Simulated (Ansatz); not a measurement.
# C₇H₅FO: up Jacob's ladder to CCSD(T)

An exercise on one series of results from a longer session: the logs are not shown, and one member is left open.

Computed with Ansatz 0.2.0, Gaussian basis. Level: functionals in def2-TZVPP, the program's frozen cores in correlated methods.

The runs, in order: LDA (SPW92), PBE-D4, revPBE-D4, BLYP-D4, r2SCAN-D4, B97M-V, PBE0-D4, B3LYP-D4, r2SCANh-D4, r2SCAN0-D4, HSE06-D4, BHLYP-D4, CAM-B3LYP-D4, LC-ωPBE, ωB97X-V, ωB97M-V, B2PLYP, PBE-QIDH; CCSD(T)/def2-SVP; CCSD(T)/def2-TZVPP; MP2/def2-QZVPP; extrapolation to the limit; RPA on PBE.

## Structure used throughout

An earlier PBE0-D4 in a triple-zeta def2 set relaxation fixed the geometry.

SMILES `O=C(F)c1ccccc1`, 14 atoms, charge 0, spin multiplicity 1.

Atoms are counted from 1 here; the program's logs count them from 0.

Bond lengths: O1–C2 1.184 Å, C2–F3 1.349 Å, C2–C4 1.471 Å, C4–C5 1.393 Å, C4–C9 1.392 Å, C5–C6 1.382 Å, C5–H10 1.083 Å, C6–C7 1.389 Å, C6–H11 1.083 Å, C7–C8 1.388 Å, C7–H12 1.084 Å, C8–C9 1.384 Å, C8–H13 1.083 Å, C9–H14 1.082 Å. Angles: O1–C2–F3 119.9°, O1–C2–C4 127.8°, F3–C2–C4 112.3°, C2–C4–C5 117.8°, C2–C4–C9 122.0°, C5–C4–C9 120.3°, C4–C5–C6 119.8°, C4–C5–H10 118.8°, C6–C5–H10 121.3°, C5–C6–C7 119.9°, C5–C6–H11 120.0°, C7–C6–H11 120.1°, C6–C7–C8 120.3°, C6–C7–H12 119.8°, C8–C7–H12 119.8°, C7–C8–C9 120.0°, C7–C8–H13 120.1°, C9–C8–H13 119.9° and more.

The first run:

File in.yaml:

```yaml
crystal:
  periodic: [false, false, false]
  atoms:
    - {symbol: O, position_ang: [2.816227, -1.406333, -0.498531]}
    - {symbol: C, position_ang: [1.843691, -1.412978, 0.175893]}
    - {symbol: F, position_ang: [1.723955, -2.311436, 1.175005]}
    - {symbol: C, position_ang: [0.672555, -0.527946, 0.076794]}
    - {symbol: C, position_ang: [0.675309, 0.442754, -0.922405]}
    - {symbol: C, position_ang: [-0.403320, 1.297095, -1.053824]}
    - {symbol: C, position_ang: [-1.484920, 1.184920, -0.189537]}
    - {symbol: C, position_ang: [-1.488784, 0.218665, 0.806273]}
    - {symbol: C, position_ang: [-0.411577, -0.640268, 0.942720]}
    - {symbol: H, position_ang: [1.530744, 0.509774, -1.583363]}
    - {symbol: H, position_ang: [-0.403715, 2.052723, -1.830241]}
    - {symbol: H, position_ang: [-2.330328, 1.855489, -0.293424]}
    - {symbol: H, position_ang: [-2.334258, 0.134548, 1.478543]}
    - {symbol: H, position_ang: [-0.405559, -1.396998, 1.716076]}
basis:
  gaussian: {orbitals: def2-TZVPP}
hamiltonian: {xc: lda}
output: {orbitals: {seedname: orbitals}}
```

Launch:

```bash
$ ansatz run in.yaml --threads 2 --pin off --events-out ev --progress --plain --max-ram 32768MiB --backend cuda --devices 0, --max-vram 18GiB
```

Steps of the session up to this table: LDA; PBE-D4 (GGA); revPBE-D4 (GGA); BLYP-D4 (GGA); r2SCAN-D4 (meta-GGA); B97M-V (meta-GGA); PBE0-D4 (hybrid); B3LYP-D4 (hybrid); r2SCANh-D4 (hybrid); r2SCAN0-D4 (hybrid); HSE06-D4 (hybrid); BHLYP-D4 (hybrid); CAM-B3LYP-D4 (range-separated); LC-ωPBE (range-separated); ωB97X-V (range-separated); ωB97M-V (range-separated); B2PLYP (double hybrid); PBE-QIDH (double hybrid).

One table of the session follows, with a row left open; its other results are not shown here.

It belongs to the step «Frontier levels by functional». 

| functional | HOMO (eV) | LUMO (eV) | gap (eV) |
| --- | --- | --- | --- |
| LDA (SPW92) | -7.21 | -3.05 | 4.16 |
| PBE-D4 | -6.97 | -2.78 | 4.20 |
| revPBE-D4 | -6.89 | -2.68 | 4.22 |
| BLYP-D4 | -6.78 | -2.62 | 4.16 |
| r2SCAN-D4 | -7.17 | -2.66 | 4.51 |
| B97M-V | -7.10 | -2.55 | 4.55 |
| PBE0-D4 | ? | ? | ? |
| B3LYP-D4 | -7.75 | -2.11 | 5.65 |
| r2SCANh-D4 | -7.55 | -2.34 | 5.21 |
| r2SCAN0-D4 | -8.12 | -1.86 | 6.26 |
| HSE06-D4 | -7.58 | -2.29 | 5.29 |
| BHLYP-D4 | -8.77 | -0.90 | 7.87 |
| CAM-B3LYP-D4 | -9.19 | -0.84 | 8.35 |
| LC-ωPBE | -10.49 | 0.19 | 10.68 |
| ωB97X-V | -10.13 | 0.19 | 10.32 |
| ωB97M-V | -10.06 | 0.14 | 10.20 |

Q: Estimate the row for PBE0-D4 from the others.

As computed: HOMO (eV): -7.98; LUMO (eV): -1.92; gap (eV): 6.06. In the column «HOMO (eV)» it lies between r2SCAN0-D4 (-8.12) and B3LYP-D4 (-7.75).
